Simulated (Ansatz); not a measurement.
**ScGa3: response to strain**

Aim: deform ScGa3 (zz strain of +1 %) and compute stress, forces and field gradients with LAPW, PAW and all-electron datasets made for the crystal.

Program: Ansatz 0.2.0. Level of theory: DFT LDA, scalar-relativistic. These are calculated values, not measurements.

**1. The starting structure**

It takes space group Pm-3m (No. 221, cubic). Conventional cell: a = 4.095 Å, b = 4.095 Å, c = 4.095 Å, α = 90.00°, β = 90.00°, γ = 90.00°. Sc (site symmetry m-3m) has 12 Ga at 2.90 Å in its first shell of neighbours. Ga (site symmetry 4/mmm) has 4 Sc at 2.90 Å and 8 Ga at 2.90 Å in its first shell of neighbours.

As a file:

```cif
data_structure
_symmetry_space_group_name_H-M 'P 1'
_symmetry_Int_Tables_number 1
_cell_length_a 4.0950
_cell_length_b 4.0950
_cell_length_c 4.0950
_cell_angle_alpha 90.000
_cell_angle_beta 90.000
_cell_angle_gamma 90.000
_cell_volume 68.67
loop_
_atom_site_label
_atom_site_type_symbol
_atom_site_fract_x
_atom_site_fract_y
_atom_site_fract_z
_atom_site_occupancy
Sc1 Sc 0.00000 0.00000 0.00000 1
Ga1 Ga 0.00000 0.50000 0.50000 1
Ga2 Ga 0.50000 0.00000 0.50000 1
Ga3 Ga 0.50000 0.50000 0.00000 1
```

Atoms are numbered in the order of the input: Sc1, Ga2, Ga3, Ga4.

**2. The deformed structure**

Space group Pm-3m before, P4/mmm after.

**3. Full-potential LAPW**

File input.yaml:

```yaml
crystal:
  lattice:
    - [4.095, 0.0, 0.0]
    - [0.0, 4.095, 0.0]
    - [0.0, 0.0, 4.13595]
  atoms:
    - { symbol: Sc, position: [0.0, 0.0, 0.0] }
    - { symbol: Ga, position: [0.0, 0.5, 0.5] }
    - { symbol: Ga, position: [0.5, 0.0, 0.5] }
    - { symbol: Ga, position: [0.5, 0.5, 0.0] }
kpoints:
  mp_grid: { grid: [9, 9, 9] }
  band_path:
    path:
      - [0.0, 0.0, 0.0]
      - [0.0, 0.5, 0.0]
      - [0.5, 0.5, 0.0]
      - [0.0, 0.0, 0.0]
      - [0.0, 0.0, 0.5]
      - [0.0, 0.5, 0.5]
      - [0.5, 0.5, 0.5]
      - [0.0, 0.0, 0.5]
      - [0.0, 0.5, 0.0]
    npoints: 5
scf:
  occupations: { method: fermi_dirac, width: 0.05 }
hamiltonian:
  xc: lda
  pseudopotentials: { kind: all_electron, lapw: { basis_error: 0.001 } }
output:
  forces: true
  stress: true
  eigenvalues: true
```

Run with:

```
$ ansatz run input.yaml --threads 1 --pin off --max-ram 4096MiB --backend cpu --events-out ev --progress --plain --runs-dir out
```

**4. PAW on the default files**

File input.yaml:

```yaml
crystal:
  lattice:
    - [4.095, 0.0, 0.0]
    - [0.0, 4.095, 0.0]
    - [0.0, 0.0, 4.13595]
  atoms:
    - { symbol: Sc, position: [0.0, 0.0, 0.0] }
    - { symbol: Ga, position: [0.0, 0.5, 0.5] }
    - { symbol: Ga, position: [0.5, 0.0, 0.5] }
    - { symbol: Ga, position: [0.5, 0.5, 0.0] }
kpoints:
  mp_grid: { grid: [9, 9, 9] }
scf:
  occupations: { method: fermi_dirac, width: 0.05 }
hamiltonian:
  xc: lda
  pseudopotentials: { kind: paw }
output:
  forces: true
  stress: true
  eigenvalues: true
  efg: { contact_densities: true }
  write_density: true
  write_potential: true
  elf: true
  volumetric_format: npy
```

**5. All-electron PAW on datasets made for the crystal**

Changes to input.yaml since step 4:

```diff
@@ -16,3 +16,3 @@
   xc: lda
-  pseudopotentials: { kind: paw }
+  pseudopotentials: { kind: all_electron, datasets: crystal }
 output:
@@ -22,5 +22 @@
   efg: { contact_densities: true }
-  write_density: true
-  write_potential: true
-  elf: true
-  volumetric_format: npy
```

(Steps that only read results are left out.)

Before running it: what results should come out? Wanted: pressure; largest shear or deviatoric stress.

As calculated:

```
                                 quantity                                              value
                                 pressure  LAPW -6.09, PAW -6.12, crystal datasets -6.09 GPa
largest shear or deviatoric stress (LAPW)                                           0.74 GPa
```

What this shows: The largest part of the stress beyond the pressure is 0.74 GPa in size, in the zz component; the atoms are carried along and not relaxed. No run of the undeformed cell stands beside it, so pressure and stress hold what the given cell had before the change, as far as its symmetry allows. PAW: stress within 0.03 GPa of LAPW. Crystal datasets: stress within 0.01 GPa of LAPW.
